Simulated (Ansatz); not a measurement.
## CH4AsN, SMILES C1N[AsH]1: a saddle search for pyramidal inversion, step by step

Computed with Ansatz 0.2.0 through its Python package.

Interactive session:
```pycon
>>> import itertools
>>> import warnings
>>> import ansatz as az
>>> from ase.data import atomic_numbers, covalent_radii
>>> import numpy as np
>>> warnings.simplefilter('ignore', az.DeckWarning)
>>> geometry_ang = [
...     ('C', (-0.5317, -0.0991, -0.4796)),
...     ('N', (-0.4912, 0.1912, 0.9084)),
...     ('As', (0.6902, -1.2281, 0.3002)),
...     ('H', (-1.466, -0.5298, -0.7646)),
...     ('H', (-0.1612, 0.7562, -1.1379)),
...     ('H', (0.0999, 1.0617, 1.0594)),
...     ('H', (1.9212, -0.2202, 0.0684)),
... ]
>>> system = az.Crystal.molecule()
>>> for symbol, xyz in geometry_ang:
...     system = system.atom(symbol, xyz)
...
>>> setup = (
...     system.calculation()
...     .basis(gaussian='def2-SVP')
...     .functional('b3lyp')
... )
>>> symbols = [site.symbol for site in system.cartesian_sites]
>>> start = np.array([site.position_ang for site in system.cartesian_sites], dtype=float)
>>> data = setup.relax(force_tolerance=0.005, max_steps=100).run(threads=1).report
>>> end = np.array(data['positions_ang'])
>>> # start with the apex atom pushed most of the way into the plane of its neighbours
>>> a, b, d = end[[0, 2, 5]]
>>> normal = np.cross(b - a, d - a)
>>> normal /= np.linalg.norm(normal)
>>> flat = end.copy()
>>> flat[1] -= 0.8 * ((end[1] - a) @ normal) * normal
>>> guess = np.zeros_like(flat)
>>> guess[1] = normal
>>> near = az.Crystal.molecule()
>>> for symbol, place in zip(symbols, flat):
...     near = near.atom(symbol, place.tolist())
...
>>> search = (
...     near.calculation()
...     .basis(gaussian='def2-SVP')
...     .functional('b3lyp')
...     .saddle(mode_guess=guess.tolist(), force_tolerance=0.01, max_steps=40)
... )
>>> steps = []
>>> top = search.session().plan().execute(on_event=lambda e: steps.append(e['data']) if e['event'] == 'saddle_step' else None).report
>>> for s in steps:
...     print(f'step {s["step"]:2d}  E = {s["lagrangian_ev"]:.5f} eV  force {s["allowed_force_max_ev_ang"]:.4f} eV/A  curvature {s["curvature_ev_ang2"]:.3f} eV/A^2')
...
step  1  E = -63421.30259 eV  force 12.3757 eV/A  curvature -30.421 eV/A^2
step  2  E = -63422.65650 eV  force 4.3847 eV/A  curvature -14.608 eV/A^2
step  3  E = -63423.10476 eV  force 1.6018 eV/A  curvature -3.753 eV/A^2
step  4  E = -63423.28341 eV  force 1.3996 eV/A  curvature -1.670 eV/A^2
step  5  E = -63423.35797 eV  force 0.8531 eV/A  curvature -2.391 eV/A^2
step  6  E = -63423.39535 eV  force 0.5300 eV/A  curvature -3.989 eV/A^2
step  7  E = -63423.40653 eV  force 0.2336 eV/A  curvature -4.567 eV/A^2
step  8  E = -63423.40704 eV  force 0.0824 eV/A  curvature -4.698 eV/A^2
step  9  E = -63423.40740 eV  force 0.0528 eV/A  curvature -4.808 eV/A^2
step 10  E = -63423.40740 eV  force 0.0424 eV/A  curvature -4.900 eV/A^2
step 11  E = -63423.40734 eV  force 0.0252 eV/A  curvature -5.065 eV/A^2
step 12  E = -63423.40736 eV  force 0.0179 eV/A  curvature -5.105 eV/A^2
step 13  E = -63423.40737 eV  force 0.0095 eV/A  curvature -5.120 eV/A^2
step 14  E = -63423.40738 eV  force 0.0001 eV/A  curvature -5.140 eV/A^2
>>> print(f'minimum {data["free_energy_ev"]:.5f} eV, saddle {top["free_energy_ev"]:.5f} eV')
minimum -63423.88258 eV, saddle -63423.40758 eV
>>> print(f'electronic barrier {(top["free_energy_ev"] - data["free_energy_ev"]):.2f} eV')
electronic barrier 0.47 eV
>>> saddle = np.array(top['positions_ang'])
>>> # pairs closer than 1.2 times the sum of covalent radii, before or after
>>> radius = [covalent_radii[atomic_numbers[s]] for s in symbols]
>>> span = lambda where, i, j: np.linalg.norm(where[i] - where[j])
>>> bonded = [(i, j) for i, j in itertools.combinations(range(len(symbols)), 2) if min(span(end, i, j), span(saddle, i, j)) < 1.2 * (radius[i] + radius[j])]
>>> print('pair        before    after (A)')
pair        before    after (A)
>>> for i, j in bonded:
...     print(f'{symbols[i]}{i}-{symbols[j]}{j}'.ljust(10), f'{span(end, i, j):8.4f} {span(saddle, i, j):8.4f}')
...
C0-N1        1.4266   1.3956
C0-As2       1.9965   2.0239
C0-H3        1.0969   1.1040
C0-H4        1.0984   1.1053
N1-As2       1.9521   1.8360
N1-H5        1.0219   1.0091
As2-H6       1.5445   1.5562
```

Caveats:
- Total energies depend on the basis set; only differences at equal settings carry meaning.
- The energies are electronic: no zero-point or thermal terms, and the basis set is short of its limit. No separate frequency run checks the order of the saddle point.
- b3lyp holds the VWN-RPA fit, as in Gaussian; the form of ORCA and Turbomole is b3lyp5.
- Finished in 3.6 min on 1 thread of Arm Neoverse V1, with other jobs on the host, peak memory 0.22 GiB.
